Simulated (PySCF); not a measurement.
**One shape, several levels: triplet CH6Ge**

Wanted: a comparison of 4 runs (U-r2SCAN/def2-SVPD, UBHLYP/def2-SVPD, UM06-2X/def2-SVPD, UTPSS/def2-SVPD) of triplet CH6Ge. 

Program for the calculation: PySCF 2.14.0.

5 further runs of the same task are left out: 1 that didn't finish, 4 set aside as unsound or not needed.

## 1. The structure to begin with

CH6Ge has 8 atoms, charge 0, and is taken as a triplet. SMILES of the parent species: `[CH3][GeH3]`. The shape is that of a PBE0-D4/def2-TZVP optimisation. That shape belongs to the parent species and isn't relaxed for this state.

Bond lengths: C1–Ge2 1.953 Å, C1–H3 1.090 Å, C1–H4 1.090 Å, C1–H5 1.091 Å, Ge2–H6 1.539 Å, Ge2–H7 1.539 Å, Ge2–H8 1.539 Å. Some angles: C1–Ge2–H6 110.4°, C1–Ge2–H7 110.4°, C1–Ge2–H8 110.4°, Ge2–C1–H3 110.3°, Ge2–C1–H4 110.3°, Ge2–C1–H5 110.3°, H6–Ge2–H7 108.5°, H6–Ge2–H8 108.5°, H7–Ge2–H8 108.5°, H3–C1–H4 108.6°.

## 2. The energy at U-r2SCAN/def2-SVPD (run 1)

job.py

```python
from pyscf import gto, dft

mol = gto.M(
    atom='''
C   -0.310900   0.190300  -0.971400
Ge   0.296900  -0.181900   0.846700
H   -1.380100   0.404200  -0.976500
H    0.218800   1.052200  -1.378400
H   -0.124600  -0.669400  -1.616000
H    0.030700   1.028200   1.760100
H    1.807100  -0.479600   0.857700
H   -0.445700  -1.401200   1.422100
''',
    max_memory=1860,
    verbose=4,
    basis='def2-svpd',
    spin=2,
)

ks = dft.UKS(mol, xc='r2scan')
ks.conv_tol = 1e-10
ks.grids.level = 5
ks.kernel()
if not ks.converged:
    ks = ks.newton().run(ks.mo_coeff, ks.mo_occ)

e_tot = ks.e_tot
print('E(%s) = %.9f' % ('R2SCAN', e_tot))
```

Started as:

```sh
$ OMP_NUM_THREADS=1 python job.py
```

The program printed:

```text
PySCF version 2.14.0

[... 61 lines left out ...]
[... the frontier-level lines of each cycle are left out ...]
[... 11 lines left out ...]
[... 11 lines left out ...]
[... 11 lines left out ...]
[... 11 lines left out ...]
[... 11 lines left out ...]
[... 11 lines left out ...]
[... 11 lines left out ...]
[... 11 lines left out ...]
[... 5 lines left out ...]

cycle= 18 E= -2118.10326443784  delta_E= -4.43e-10  |g|= 1.45e-05  |ddm|= 0.00143


cycle= 19 E= -2118.10326443802  delta_E= -1.86e-10  |g|= 1.73e-05  |ddm|= 0.00154


cycle= 20 E= -2118.10326443847  delta_E= -4.47e-10  |g|= 5.96e-06  |ddm|= 0.00132


cycle= 21 E= -2118.10326443851  delta_E= -4.55e-11  |g|= 1.75e-06  |ddm|= 0.000264


Extra cycle  E= -2118.10326443852  delta_E= -3.64e-12  |g|= 1.05e-06  |ddm|= 0.000127
converged SCF energy = -2118.10326443852  <S^2> = 2.004856  2S+1 = 3.0032356
E(R2SCAN) = -2118.103264439
```

Run time: 2.3 min. Hardware: 1 thread of Arm Neoverse V2, shared host; peak memory 0.63 GiB.

## 3. A single-point energy at UBHLYP/def2-SVPD (run 2)

run.py

```python
from pyscf import gto, dft

system = gto.Mole()
system.atom = '''
C   -0.310900   0.190300  -0.971400
Ge   0.296900  -0.181900   0.846700
H   -1.380100   0.404200  -0.976500
H    0.218800   1.052200  -1.378400
H   -0.124600  -0.669400  -1.616000
H    0.030700   1.028200   1.760100
H    1.807100  -0.479600   0.857700
H   -0.445700  -1.401200   1.422100
'''
system.charge = 0
system.verbose = 3
system.spin = 2
system.max_memory = 1860
system.basis = 'def2-svpd'
system.build()

mf = dft.UKS(system, xc='bhandhlyp')
mf.conv_tol = 1e-10
mf.grids.level = 5
mf.kernel()
if not mf.converged:
    mf = mf.newton().run(mf.mo_coeff, mf.mo_occ)

e_tot = mf.e_tot
print('Final energy', e_tot)
```

Started as:

```sh
$ OMP_NUM_THREADS=1 python run.py
```

The program printed:

```text
WARN: HOMO 0.00500240755378734 >= LUMO -0.358717452943141

WARN: HOMO -0.098849792152143 >= LUMO -0.317807973801393

WARN: HOMO -0.0839532934630784 >= LUMO -0.265889436430047

WARN: HOMO -0.0817790457218632 >= LUMO -0.254381136858999

WARN: HOMO -0.0827360681142446 >= LUMO -0.254557961025421

WARN: HOMO -0.0827238827204821 >= LUMO -0.252673090840704

WARN: HOMO -0.0828212162849389 >= LUMO -0.250623322089286

WARN: HOMO -0.0828279487401096 >= LUMO -0.248743631321392

WARN: HOMO -0.0826521093942287 >= LUMO -0.248221723010267

WARN: HOMO -0.0826313641526131 >= LUMO -0.247726112212258

WARN: HOMO -0.0826163276863512 >= LUMO -0.247664736184892

WARN: HOMO -0.0826078402172934 >= LUMO -0.2476708488721

WARN: HOMO -0.082624554934716 >= LUMO -0.247646600762704

WARN: HOMO -0.0826183904277182 >= LUMO -0.247663178696405

WARN: HOMO -0.0826195478521901 >= LUMO -0.247659926120965

WARN: HOMO -0.0826191820021447 >= LUMO -0.247660583520262

WARN: HOMO -0.0826191786204018 >= LUMO -0.247660659690274

converged SCF energy = -2118.07752136305  <S^2> = 2.0043335  2S+1 = 3.0028876
Final energy -2118.0775213630477
```

Wall time 50 s (1 thread of Arm Neoverse V2, shared host); peak memory 0.58 GiB.

## 4. A single-point energy at UM06-2X/def2-SVPD (run 3)

job.py, as its differences from that of step 2:

```diff
@@ -2,3 +2,3 @@
 
-mol = gto.M(
+molecule = gto.M(
     atom='''
@@ -14,10 +14,12 @@
     max_memory=1860,
+    charge=0,
     verbose=4,
+    spin=2,
     basis='def2-svpd',
-    spin=2,
 )
 
-ks = dft.UKS(mol, xc='r2scan')
+ks = dft.UKS(molecule)
+ks.xc = 'm06-2x'
+ks.grids.level = 5
 ks.conv_tol = 1e-10
-ks.grids.level = 5
 ks.kernel()
@@ -26,3 +28,3 @@
 
-e_tot = ks.e_tot
-print('E(%s) = %.9f' % ('R2SCAN', e_tot))
+e_final = ks.e_tot
+print(f'total energy: {e_final:.8f} hartree')
```

Started as:

```sh
$ OMP_NUM_THREADS=1 python job.py
```

The program printed:

```text
PySCF version 2.14.0

[... 58 lines left out ...]
[... the frontier-level lines of each cycle are left out ...]
[... 11 lines left out ...]
[... 11 lines left out ...]
[... 11 lines left out ...]
[... 11 lines left out ...]
[... 11 lines left out ...]
[... 5 lines left out ...]

cycle= 12 E= -2118.09615035156  delta_E= -3.4e-09  |g|= 1.61e-05  |ddm|= 0.00391


cycle= 13 E= -2118.09615035264  delta_E= -1.07e-09  |g|= 6.86e-06  |ddm|= 0.00431


cycle= 14 E= -2118.09615035284  delta_E= -2.05e-10  |g|= 3.51e-06  |ddm|= 0.001


cycle= 15 E= -2118.0961503529  delta_E= -6.23e-11  |g|= 1.53e-06  |ddm|= 0.000581


Extra cycle  E= -2118.09615035294  delta_E= -3.14e-11  |g|= 1.23e-06  |ddm|= 6.68e-05
converged SCF energy = -2118.09615035294  <S^2> = 2.0055419  2S+1 = 3.0036923
total energy: -2118.09615035 hartree
```

Wall time 1.8 min (1 thread of Arm Neoverse V2, shared host); peak memory 0.63 GiB.

## 5. A single-point energy at UTPSS/def2-SVPD (run 4)

calc.py

```python
from pyscf import gto, dft

molecule = gto.M(
    atom='''
C     -0.587516     0.359615    -1.835680
Ge     0.561060    -0.343741     1.600031
H     -2.608011     0.763827    -1.845318
H      0.413472     1.988370    -2.604798
H     -0.235460    -1.264983    -3.053797
H      0.058015     1.943016     3.326107
H      3.414924    -0.906313     1.620818
H     -0.842251    -2.647884     2.687380
''',
    unit='bohr',
    spin=2,
    verbose=3,
    basis='def2-svpd',
    max_memory=1860,
)

mf = dft.UKS(molecule)
mf.xc = 'tpss'
mf.conv_tol = 1e-10
mf.grids.level = 5
mf.kernel()
if not mf.converged:
    mf = mf.newton().run(mf.mo_coeff, mf.mo_occ)

e_tot = mf.e_tot
print('Final energy', e_tot)
```

Started as:

```sh
$ OMP_NUM_THREADS=1 python calc.py
```

The program printed:

```text
WARN: HOMO -0.0272345349859111 >= LUMO -0.342313164591058

WARN: HOMO -0.0926346628894428 >= LUMO -0.259813515198193

WARN: HOMO -0.0400353609536634 >= LUMO -0.307462329378823

WARN: HOMO -0.0532086090660209 >= LUMO -0.31046195311411

WARN: HOMO -0.052796849258681 >= LUMO -0.327575761985294

WARN: HOMO -0.0473256578973569 >= LUMO -0.32187440801116

WARN: HOMO -0.0487283405192791 >= LUMO -0.321807485944913

WARN: HOMO -0.0509910475995006 >= LUMO -0.326525172384564

WARN: HOMO -0.0506672423649959 >= LUMO -0.325949663403207

WARN: HOMO -0.0502676101775452 >= LUMO -0.321377225414384

WARN: HOMO -0.0488689222675425 >= LUMO -0.317581925821752

WARN: HOMO -0.0484506139078129 >= LUMO -0.315741762913592

WARN: HOMO -0.0479695157135072 >= LUMO -0.315061443599376

WARN: HOMO -0.0477742459044088 >= LUMO -0.314582579823589

WARN: HOMO -0.0475482747625744 >= LUMO -0.314023386726505

WARN: HOMO -0.0476182272463501 >= LUMO -0.314183579362873

WARN: HOMO -0.0475033453567453 >= LUMO -0.314007367293143

WARN: HOMO -0.0475376469754263 >= LUMO -0.314073683178509

WARN: HOMO -0.0475460960198837 >= LUMO -0.314082323766958

WARN: HOMO -0.0475504057964455 >= LUMO -0.314088252258045

WARN: HOMO -0.0475595932517319 >= LUMO -0.314105153374621

WARN: HOMO -0.0475600102312539 >= LUMO -0.314104694914036

WARN: HOMO -0.0475610140748453 >= LUMO -0.314106501540602

WARN: HOMO -0.0475607459706713 >= LUMO -0.314106197722905

converged SCF energy = -2118.13078655758  <S^2> = 2.0028396  2S+1 = 3.0018925
Final energy -2118.1307865575845
```

Run time: 2.6 min. Hardware: 1 thread of Arm Neoverse V2, shared host; peak memory 0.64 GiB.

## 6. All runs side by side

| run | level | energy (Eh) | dipole moment (D) | HOMO energy (eV) | ⟨S²⟩ | wall time |
| --- | --- | --- | --- | --- | --- | --- |
| 1 | U-r2SCAN/def2-SVPD | -2118.103264 | 0.43 | -1.55 | 2.005 | 2.3 min |
| 2 | UBHLYP/def2-SVPD | -2118.077521 | 0.32 | -2.25 | 2.004 | 50 s |
| 3 | UM06-2X/def2-SVPD | -2118.096150 | 0.08 | -2.64 | 2.006 | 1.8 min |
| 4 | UTPSS/def2-SVPD | -2118.130787 | 0.83 | -1.29 | 2.003 | 2.6 min |

## 7. What came out

```
                                 quantity           value
                      run 4: total energy  -2118.13079 Eh
                     run 4: dipole moment          0.83 D
run 4: HOMO energy (highest over α and β)        -1.29 eV
                              run 4: ⟨S²⟩           2.003
```

The dipole moment (its size) runs from 0.08 D (UM06-2X/def2-SVPD) to 0.83 D (UTPSS/def2-SVPD). Totals of different functionals can't be ranked against each other. All runs together took 7.5 min, the longest 2.6 min.
